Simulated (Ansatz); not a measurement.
**C2H6FGeN: how energies converge with the basis set**

An exercise on one series of results from a longer session: the logs are not shown, and one member is left open.

Method: one geometry, several basis sets; program: Ansatz 0.2.0, Gaussian basis.

Levels to be run: PBE0-D4/def2-SVP; ωB97M-V/def2-SVP; PBE0-D4/def2-QZVPP; ωB97M-V/def2-QZVPP; the functionals' def2-TZVPP values are taken from earlier runs.

**The relaxed structure**

The geometry comes from an earlier relaxation with PBE0-D4 in a triple-zeta def2 set; it is a stationary point, not always the lowest conformer.

SMILES `C[N](C)[Ge][F]`, 11 atoms, charge 0, spin multiplicity 1.

Atoms are counted from 1 here; the program's logs count them from 0.

Bond lengths: C1–N2 1.442 Å, C1–H6 1.098 Å, C1–H7 1.089 Å, C1–H8 1.098 Å, N2–C3 1.442 Å, N2–Ge4 1.821 Å, C3–H9 1.098 Å, C3–H10 1.094 Å, C3–H11 1.098 Å, Ge4–F5 1.773 Å. Angles: N2–C1–H6 110.9°, N2–C1–H7 110.1°, N2–C1–H8 110.9°, H6–C1–H7 108.7°, H6–C1–H8 107.5°, H7–C1–H8 108.7°, C1–N2–C3 114.1°, C1–N2–Ge4 126.7°, C3–N2–Ge4 119.2°, N2–C3–H9 111.4°, N2–C3–H10 110.5°, N2–C3–H11 111.4°, H9–C3–H10 107.9°, H9–C3–H11 107.6°, H10–C3–H11 107.9°, N2–Ge4–F5 96.6°.

Set-up of the first run:

Input file in.yaml:

```yaml
crystal:
  periodic: [false, false, false]
  atoms:
    - {symbol: C, position_ang: [-0.930645, 0.657870, -0.224342]}
    - {symbol: N, position_ang: [0.338068, 0.056680, 0.103781]}
    - {symbol: C, position_ang: [0.352355, -1.381550, 0.004556]}
    - {symbol: Ge, position_ang: [1.856363, 0.926195, 0.609712]}
    - {symbol: F, position_ang: [1.189081, 2.566902, 0.531464]}
    - {symbol: H, position_ang: [-1.224300, 0.414897, -1.253759]}
    - {symbol: H, position_ang: [-0.867980, 1.740558, -0.124945]}
    - {symbol: H, position_ang: [-1.722093, 0.287975, 0.440263]}
    - {symbol: H, position_ang: [0.115389, -1.715329, -1.013778]}
    - {symbol: H, position_ang: [1.340150, -1.774033, 0.265400]}
    - {symbol: H, position_ang: [-0.380890, -1.837066, 0.682349]}
basis:
  gaussian: {orbitals: def2-SVP}
hamiltonian: {xc: pbe0, dispersion: d4}
output: {orbitals: {seedname: orbitals}}
```

Among the steps run: PBE0-D4 in def2-SVP; ωB97M-V in def2-SVP; PBE0-D4 in def2-QZVPP; ωB97M-V in def2-QZVPP.

One of the session's tables, all rows but one given; the rest of the session is left out.

It belongs to the step «Functionals by basis». 

```
functional       basis  HOMO (eV)
   PBE0-D4    def2-SVP      -6.92
   PBE0-D4  def2-TZVPP      -6.98
   PBE0-D4  def2-QZVPP      -7.01
   ωB97M-V    def2-SVP      -9.12
   ωB97M-V  def2-TZVPP      -9.20
   ωB97M-V  def2-QZVPP          ?
```

Estimate the missing values for ωB97M-V, def2-QZVPP.

The run gave: HOMO (eV): -9.23. In the column «HOMO (eV)» it is the lowest.
